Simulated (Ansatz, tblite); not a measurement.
# The cluster Ag₉+: a ladder of methods and basis sets

How do method and basis change the picture of the cluster Ag₉+ (singlet)?

Method: as each input shows; program: Ansatz 0.2.0, Gaussian basis.

Plan: GFN1-xTB, GFN2-xTB, PBE-D4/def2-TZVP, r2SCAN-D4/def2-TZVP, CAM-B3LYP-D4/def2-TZVP, B3LYP-D4/def2-TZVP, BLYP-D4/def2-TZVP, PBE-D4/def2-SVP, PBE0-D4/def2-SVP, MP2/def2-SVP, RPA/def2-SVP.

5 further runs of the same task are left out: 2 that didn't finish, 3 set aside as unsound or not needed. Runs told in other sessions of the task aren't counted.

## 1. The geometry

The singlet was relaxed beforehand with r2SCAN-D4/def2-SVP. At that level it is the lowest of the isomers that a small search found.

9 atoms, charge 1, spin multiplicity 1.

Bond lengths: Ag1–Ag2 2.939 Å, Ag1–Ag3 2.808 Å, Ag1–Ag4 2.823 Å, Ag1–Ag5 2.811 Å, Ag1–Ag6 2.830 Å, Ag1–Ag8 2.730 Å, Ag1–Ag9 2.672 Å, Ag2–Ag3 2.811 Å, Ag2–Ag4 2.830 Å, Ag2–Ag5 2.808 Å, Ag2–Ag6 2.822 Å, Ag2–Ag7 2.671 Å, Ag2–Ag8 2.730 Å, Ag3–Ag6 2.785 Å, Ag3–Ag8 2.806 Å, Ag4–Ag5 2.784 Å, Ag4–Ag6 2.829 Å, Ag4–Ag7 2.792 Å and more. Angles: Ag2–Ag1–Ag3 58.5°, Ag2–Ag1–Ag4 58.8°, Ag2–Ag1–Ag5 58.4°, Ag2–Ag1–Ag6 58.5°, Ag2–Ag1–Ag8 57.4°, Ag2–Ag1–Ag9 109.0°, Ag3–Ag1–Ag4 107.9°, Ag3–Ag1–Ag5 109.5°, Ag3–Ag1–Ag6 59.2°, Ag3–Ag1–Ag8 60.9°, Ag3–Ag1–Ag9 113.4°, Ag4–Ag1–Ag5 59.2°, Ag4–Ag1–Ag6 60.1°, Ag4–Ag1–Ag8 107.7°, Ag4–Ag1–Ag9 61.0°, Ag5–Ag1–Ag6 107.6°, Ag5–Ag1–Ag8 60.8°, Ag5–Ag1–Ag9 113.8° and more.

Ag takes a core potential in the def2 sets. No spin-orbit coupling is included. The ion is computed in the gas phase, without counter-ions or solvent.

PBE0-D4/def2-TZVP was run before; its log isn't repeated, and its numbers join the tables.

## 2. GFN1-xTB

Tight binding, by tblite at 300 K electronic temperature and without a spin-polarisation term:

```python
tblite.interface.Calculator('GFN1-xTB', numbers, positions, charge=1, uhf=0).singlepoint()
```

Energy -930.9745 eV, HOMO -13.56 eV, LUMO -12.54 eV; 0.034 s.

## 3. GFN2-xTB

Tight binding, by tblite at 300 K electronic temperature and without a spin-polarisation term:

```python
tblite.interface.Calculator('GFN2-xTB', numbers, positions, charge=1, uhf=0).singlepoint()
```

Energy -950.5063 eV, HOMO -13.07 eV, LUMO -11.64 eV; 0.04 s.

## 4. PBE-D4/def2-TZVP

start.molden holds the orbitals of an earlier run on this state, given as this run's starting guess.

Input file in.yaml:

```yaml
crystal:
  periodic: [false, false, false]
  atoms:
    - {symbol: Ag, position_ang: [-0.341327, -0.187843, 1.534469]}
    - {symbol: Ag, position_ang: [-0.421636, -0.689929, -1.360641]}
    - {symbol: Ag, position_ang: [0.916537, -2.426757, 0.397695]}
    - {symbol: Ag, position_ang: [-0.185798, 1.932052, -0.322862]}
    - {symbol: Ag, position_ang: [-2.570324, 0.526160, -0.022030]}
    - {symbol: Ag, position_ang: [1.963356, 0.109140, -0.080594]}
    - {symbol: Ag, position_ang: [1.184735, 1.053691, -2.591415]}
    - {symbol: Ag, position_ang: [-1.876208, -2.155054, 0.425633]}
    - {symbol: Ag, position_ang: [1.330665, 1.838561, 2.019755]}
basis:
  gaussian: {orbitals: def2-TZVP, initial_orbitals: start.molden}
total_charge: 1
hamiltonian: {xc: pbe, dispersion: d4}
scf: {omitted_lower_state_checks: [starts]}
output: {orbitals: {seedname: orbitals}}
```

On the command line:

```bash
> ansatz run in.yaml --threads 4 --pin off --events-out ev --progress --plain --max-ram 8704MiB
```

After this run come: r2SCAN-D4/def2-TZVP; CAM-B3LYP-D4/def2-TZVP; B3LYP-D4/def2-TZVP; BLYP-D4/def2-TZVP; PBE-D4/def2-SVP; PBE0-D4/def2-SVP; MP2/def2-SVP; RPA/def2-SVP.

**Question.** What will the summary of the whole plan be? Wanted: gap in def2-TZVP, named functionals, smallest and largest; correlation energy, MP2/def2-SVP; PBE0 total energy, smallest basis above largest.

The runs gave:

| quantity | value |
| --- | --- |
| gap in def2-TZVP, named functionals, smallest and largest | 1.80 eV (BLYP-D4), 4.58 eV (CAM-B3LYP-D4) |
| correlation energy, MP2/def2-SVP | -90.88 eV |
| PBE0 total energy, smallest basis above largest | 9.15 eV (def2-SVP, def2-TZVP) |

What this shows: Orbital gaps of the named functionals in def2-TZVP span 1.80 eV (BLYP-D4) to 4.58 eV (CAM-B3LYP-D4); exact exchange widens it.
